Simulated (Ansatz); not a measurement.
# Be3N2: the cost of one run

All numbers are computed with Ansatz 0.2.0, driven from Python. Level of theory: DFT PBEsol, plane waves, PAW.

### 1 The system

Symmetry: R3m, No. 160, trigonal system. The conventional cell has a = 2.840 Å, b = 2.840 Å, c = 14.599 Å, α = 90.00°, β = 90.00°, γ = 120.00°. Be (site symmetry 3m) is surrounded by 4 N at 1.65 to 2.20 Å. Be (site symmetry 3m) has 4 N at 1.66 to 1.84 Å as nearest neighbours. Be (site symmetry 3m) has 4 N at 1.68 to 1.78 Å as nearest neighbours. N (site symmetry 3m) is surrounded by 5 Be at 1.65 to 1.68 Å. N (site symmetry 3m) has 7 Be at 1.78 to 2.20 Å as nearest neighbours.

The script holds or builds the structure itself.

### 2 Script

Input file eos.py:

```python
# -*- coding: utf-8 -*-
'''Equation of state of Be3N2.'''

import warnings

import ansatz
from ase.eos import EquationOfState
from ase.units import GPa
import numpy as np

VECTORS = np.array([
    [1.419805, 0.819725, 4.866216],
    [-1.419805, 0.819725, 4.866216],
    [0.0, -1.63945, 4.866216],
])
SITES = [
    ('Be', (0.859001, 0.859001, 0.859001)),
    ('Be', (0.317695, 0.317695, 0.317695)),
    ('Be', (0.088807, 0.088807, 0.088807)),
    ('N', (0.204163, 0.204163, 0.204163)),
    ('N', (0.708435, 0.708435, 0.708435)),
]


def on_lattice(cell):
    crystal = ansatz.Crystal(lattice=ansatz.Lattice.of(cell))
    for symbol, position in SITES:
        crystal = crystal.atom(symbol, position)
    return crystal


def main():
    warnings.simplefilter('ignore', ansatz.DeckWarning)

    # uniform scaling of the cell
    volumes, energies = [], []
    for scale in np.linspace(0.9, 1.1, 9):
        cell = VECTORS * scale ** (1 / 3)
        job = (
            on_lattice(cell).calculation()
            .basis(510)
            .functional('pbesol')
            .pseudopotentials('paw')
            .occupations('fixed')
            .kpoints(8, 8, 8)
        )
        r = job.run().report
        volumes.append(abs(np.linalg.det(cell)) / len(SITES))
        energies.append(r['free_energy_ev'] / len(SITES))
        print(f'V = {volumes[-1]:8.4f} A^3/atom  F = {energies[-1]:.5f} eV/atom')

    eos = EquationOfState(volumes, energies, eos='sj')
    v0, e0, bulk = eos.fit()
    print(f'V0 = {v0:.4f} A^3/atom, E0 = {e0:.5f} eV/atom, B = {bulk / GPa:.1f} GPa')
    eos.plot('eos.png')


if __name__ == '__main__':
    main()
```

### 3 The run

On the command line:

```
$ python eos.py
```

What time and memory should one allow on 1 thread of Arm Neoverse N1, shared host?

About 44 s, with a peak of 0.38 GiB.
